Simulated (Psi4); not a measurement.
# CH4Be (BeMeH) at 4 levels

We compute a comparison of 4 runs (wB97X/3-21G, EOM-CCSD/6-31G*, A-CCSD(T)/6-311G**) of CH4Be (BeMeH). 

Program for the calculation: Psi4 1.11.

4 further runs of the same task are left out: 2 that didn't finish, 2 set aside as unsound or not needed.

### 1 The structure to begin with

CH4Be has 6 atoms, charge 0, and is taken as a singlet. As SMILES, `[H][Be][CH3]`. The shape comes from GFN2-xTB, which is rough for such elements, and wasn't checked as a minimum.

Bond lengths: Be1–C2 1.726 Å, C2–H3 1.092 Å, C2–H4 1.092 Å, C2–H5 1.092 Å, Be1–H6 1.281 Å. Angles: Be1–C2–H3 114.5°, Be1–C2–H4 114.2°, Be1–C2–H5 114.2°, C2–Be1–H6 179.6°, H3–C2–H4 104.2°, H3–C2–H5 104.3°, H4–C2–H5 104.2°.

### 2 Energy and forces at wB97X/3-21G (run 1)

File input.dat:

```
memory 1600 MB

molecule {
  0 1
  Be    -0.008130     0.005930    -1.161750
  C      0.001650     0.000210     0.563950
  H     -0.430450     0.891450     1.022720
  H      0.998090    -0.072360     1.005040
  H     -0.550560    -0.828180     1.012550
  H     -0.010600     0.002940    -2.442520
  units angstrom
  symmetry c1
  no_reorient
  no_com
}

set {
  basis 3-21G
  puream true
  e_convergence 1e-09
  d_convergence 1e-08
  scf_type pk
  dft_radial_points 99
  dft_spherical_points 590
}

E, wfn = gradient("wb97x", return_wfn=True)
```

Command:

```bash
$ psi4 -n 1 input.dat output.dat
```

output.dat:

```text
[...]
  Running in c1 symmetry.
[...]
  Nuclear repulsion =   22.808945068163926
[...]
  Multiplicity = 1
[...]
  Nalpha       = 7
  Nbeta        = 7
[...]
    Number of basis functions: 26
[...]
   @RKS iter   1:   -54.81383548813714   -7.01555e-01   1.72298e-02 DIIS/ADIIS
[...]
   @RKS iter   9:   -54.91683943470638   -5.61329e-13   3.52878e-09 DIIS
[...]
    Orbital Energies [Eh]
    ---------------------
    Doubly Occupied:
       1A    -10.161689     2A     -4.082221     3A     -0.794104
       4A     -0.481445     5A     -0.481252     6A     -0.442161
       7A     -0.397704
[...]
  @RKS Final Energy:   -54.91683943470638
   => Energetics <=
    Nuclear Repulsion Energy =             22.8089450681639256
    One-Electron Energy =                -117.5546202469653281
    Two-Electron Energy =                  46.2845521487344840
    DFT Exchange-Correlation Energy =      -6.4557164046394604
    Empirical Dispersion Energy =           0.0000000000000000
    VV10 Nonlocal Energy =                  0.0000000000000000
    Total Energy =                        -54.9168394347063824
[...]
 Multipole Moments:
 ------------------------------------------------------------------------------------
     Multipole            Electronic (a.u.)      Nuclear  (a.u.)        Total (a.u.)
 ------------------------------------------------------------------------------------
 L = 1.  Multiply by 2.5417464519 to convert [e a0] to [Debye]
 Dipole X            :          0.0301005           -0.0305002           -0.0003997
 Dipole Y            :         -0.0333273            0.0355835            0.0022562
 Dipole Z            :          1.4956965           -1.2576316            0.2380649
 Magnitude           :                                                    0.2380759
[...]
  -Total Gradient:
     Atom            X                  Y                   Z
    ------   -----------------  -----------------  -----------------
       1       -0.000172985208     0.000104137775    -0.032809253715
       2       -0.000242041208     0.000229365769     0.000889712127
       3        0.003624268601    -0.007284527006     0.002944496356
       4       -0.007822882219     0.000507121330     0.003093991831
       5        0.004504372724     0.006498823943     0.003011461862
       6        0.000112870884    -0.000054227170     0.022734431875
[...]
```

Run time: 8.1 s. Hardware: 1 thread of Intel Xeon Platinum 8275CL at 3.00GHz (Skylake/Cascade Lake), shared host; peak memory 0.46 GiB.

### 3 The vertical excitations at EOM-CCSD/6-31G(d) (Cartesian functions) (run 2)

File calc.inp:

```
memory 1600 MB

molecule m {
  0 1
  Be    -0.008130     0.005930    -1.161750
  C      0.001650     0.000210     0.563950
  H     -0.430450     0.891450     1.022720
  H      0.998090    -0.072360     1.005040
  H     -0.550560    -0.828180     1.012550
  H     -0.010600     0.002940    -2.442520
  symmetry c1
}

set reference rhf
set scf_type pk
set roots_per_irrep [2]

e_tot, wfn = properties('eom-ccsd/6-31G*', properties=['oscillator_strength'], return_wfn=True)
```

Command:

```bash
$ psi4 -n 1 calc.inp calc.out
```

calc.out:

```text
[...]
  Running in c1 symmetry.
[...]
  Nuclear repulsion =   22.808945068163926
[...]
  Multiplicity = 1
[...]
  Nalpha       = 7
  Nbeta        = 7
[...]
    Number of basis functions: 38
[...]
   @RHF iter   1:   -54.74678137900673   -7.75038e-01   8.88554e-03 DIIS/ADIIS
[...]
   @RHF iter  12:   -54.81409277735936    2.84217e-14   4.41283e-11 DIIS
[...]
    Orbital Energies [Eh]
    ---------------------
    Doubly Occupied:
       1A    -11.179992     2A     -4.649007     3A     -0.907931
       4A     -0.521747     5A     -0.521476     6A     -0.476345
       7A     -0.427520
[...]
  @RHF Final Energy:   -54.81409277735936
   => Energetics <=
    Nuclear Repulsion Energy =             22.8089450681639256
    One-Electron Energy =                -117.8780414374879655
    Two-Electron Energy =                  40.2550035919646803
    Total Energy =                        -54.8140927773593631
[...]
 Multipole Moments:
 ------------------------------------------------------------------------------------
     Multipole            Electronic (a.u.)      Nuclear  (a.u.)        Total (a.u.)
 ------------------------------------------------------------------------------------
 L = 1.  Multiply by 2.5417464519 to convert [e a0] to [Debye]
 Dipole X            :         -0.0207819            0.0190859           -0.0016959
 Dipole Y            :          0.0204277           -0.0169877            0.0034400
 Dipole Z            :         -1.8993255            2.0172748            0.1179494
 Magnitude           :                                                    0.1180117
[...]
      * MP2 total energy                      =  -54.990564578715414
[...]
      * CCSD total energy                     =  -55.015873227636256
[...]
                     Excitation Energy              Total Energy
[...]
	                   Ground State -> Excited State Transitions
[...]
	                   Ground State -> Excited State Transitions
	                   Excitation Energy          OS       RS        RS     Einstein A
[...]
	                   Excited State -> Excited State Transitions
	                        Excitation Energy          OS       RS        RS     Einstein A
[...]
```

It took 4.5 s on 1 thread of Intel Xeon Platinum 8275CL at 3.00GHz (Skylake/Cascade Lake), shared host; peak memory 0.23 GiB.

The roots found:

```tsv
excited state	energy (eV)	strength
1	6.739	0.0000
2	6.742	0.0000
```

Run 3 isn't shown in full; the table further down has it.

### 4 The energy at A-CCSD(T)/6-311G(d,p) (density fitting, density fitting for correlation) (run 4)

File job.dat:

```
memory 1600 MB

molecule {
  0 1
  Be    -0.008130     0.005930    -1.161750
  C      0.001650     0.000210     0.563950
  H     -0.430450     0.891450     1.022720
  H      0.998090    -0.072360     1.005040
  H     -0.550560    -0.828180     1.012550
  H     -0.010600     0.002940    -2.442520
}

set basis 6-311G**
set scf_type df
set freeze_core true
set cc_type df

energy_value = energy("a-ccsd(t)")
```

Command:

```bash
$ psi4 job.dat job.out -n 1
```

job.out:

```text
[...]
  Running in c1 symmetry.
[...]
  Nuclear repulsion =   22.808945068163926
[...]
  Multiplicity = 1
[...]
  Nalpha       = 7
  Nbeta        = 7
[...]
    Number of basis functions: 60
[...]
   @DF-RHF iter   1:   -54.73955286224820   -7.60927e-01   6.74080e-03 ADIIS/DIIS
[...]
   @DF-RHF iter  10:   -54.83136377680621   -8.38440e-13   1.56357e-09 DIIS
[...]
    Orbital Energies [Eh]
    ---------------------
    Doubly Occupied:
       1A    -11.180520     2A     -4.654484     3A     -0.910849
       4A     -0.523654     5A     -0.523386     6A     -0.479129
       7A     -0.431693
[...]
  @DF-RHF Final Energy:   -54.83136377680621
   => Energetics <=
    Nuclear Repulsion Energy =             22.8089450681639256
    One-Electron Energy =                -117.8731878825321076
    Two-Electron Energy =                  40.2328790375619718
    Total Energy =                        -54.8313637768062137
[...]
 Multipole Moments:
 ------------------------------------------------------------------------------------
     Multipole            Electronic (a.u.)      Nuclear  (a.u.)        Total (a.u.)
 ------------------------------------------------------------------------------------
 L = 1.  Multiply by 2.5417464519 to convert [e a0] to [Debye]
 Dipole X            :         -0.0210915            0.0190859           -0.0020056
 Dipole Y            :          0.0209085           -0.0169877            0.0039208
 Dipole Z            :         -1.8936383            2.0172748            0.1236366
 Magnitude           :                                                    0.1237150
[...]
	Warning: cc_lambda option is changed to TRUE
	For this residual convergence, default PCG convergence is:     1.00e-07
[...]
	DF-MP2 Total Energy (a.u.)         :   -55.03545121280843
[...]
	DF-CCSD Total Energy (a.u.)        :   -55.06305561272009
[...]
```

Run time: 5.4 s. Hardware: 1 thread of Intel Xeon Platinum 8275CL at 3.00GHz (Skylake/Cascade Lake), shared host; peak memory 0.22 GiB.

### 5 The series

```tsv
run	level	task	Cartesian functions	energy (Eh)	HOMO energy (eV)	LUMO energy (eV)	HOMO–LUMO gap (eV)	wall time
1	wB97X/3-21G	gradient	no	-54.916839	-10.82	2.13	12.95	8.1 s
2	EOM-CCSD/6-31G* (Cartesian functions)	excited	yes	-55.015873	-11.63	3.07	14.70	4.5 s
3	EOM-CCSD/6-31G* (DKH2, Cartesian functions)	excited	yes	-55.032360	-11.63	3.07	14.70	6 s
4	A-CCSD(T)/6-311G** (density fitting, density fitting for correlation)	energy	no	-55.068957	-11.75	2.30	14.05	5.4 s
```

### 6 Results

```
                                          quantity         value
                               run 4: total energy  -55.06896 Eh
        run 4: HOMO energy (Hartree–Fock orbitals)     -11.75 eV
        run 4: LUMO energy (Hartree–Fock orbitals)       2.30 eV
      run 4: HOMO–LUMO gap (Hartree–Fock orbitals)      14.05 eV
run 4: correlation energy (2 core orbitals frozen)    -237.6 mEh
```

All runs together took 24 s, the longest 8.1 s.
